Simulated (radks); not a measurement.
# Valence configurations of Bi²⁺

One table from this session's results is given with a row withheld; the runs are named, their logs left out.

The numbers are computed with radks (a radial shooting solver on a logarithmic mesh, Libxc functionals) version 1 (scalar-relativistic Kohn-Sham, BLYP, spin-polarised, spherical densities, finite nucleus; open shells are filled with parallel spins first), except any that are marked as measured or tabulated.

## The atom as given

```
element            : bismuth (Z = 83)
charge             : +2
electrons          : 81
configuration      : [Hg] 6p1
nuclear rms radius : 5.5211 fm
others tried       : [Xe] 4f14 5d10 6s1.5 6p1.5; [Xe] 4f14 5d9.5 6s2 6p1.5; [Xe] 4f14 5d9 6s2 6p2; [Xe] 4f13 5d10 6s2 6p2; [Xe] 4f14 5d10 6p3; [Xe] 4f13.5 5d10 6s2 6p1.5; [Xe] 4f13 5d10 6s1 6p3; [Xe] 4f12.5 5d10 6s2 6p2.5; [Xe] 4f13 5d9.5 6s2 6p2.5
```

The outer shells:

Bi²⁺
```
[Hg] core
6p [↑ ][  ][  ]
```

The first run:

Input:

```text
Z 83
configuration [Hg] 6p1
relativity scalar-relativistic
functional b88,lyp
spin polarised
nucleus finite rms 5.5211 fm
c 137.035999084
```

Command:

```
$ python run_ks.py task.json out
```

All runs below come from this command, one after another.

Among the steps run: [Hg] 6p1.

One table of the session follows, with a row left open; its other results are not shown here.

It belongs to the step «[Hg] 6p1». Radial moments (bohr):

```
  level     <r>  outermost maximum (interpolated)  90 % within  nodes
  5p up  0.9477                             0.860         1.36      3
5p down  0.9474                             0.860         1.36      3
  5d up   1.229                              1.03         1.85      2
5d down   1.225                              1.03         1.84      2
  6s up   2.076                              1.84         2.99      5
6s down   2.070                              1.83         2.99      5
  6p up   2.621                              2.29         3.81      4
6p down       ?                                 ?            ?      ?
```

Estimate the missing values for 6p down.

As computed: <r>: 2.639; outermost maximum (interpolated): 2.29; 90 % within: 3.85; nodes: 4. In the column «<r>» it is the highest.
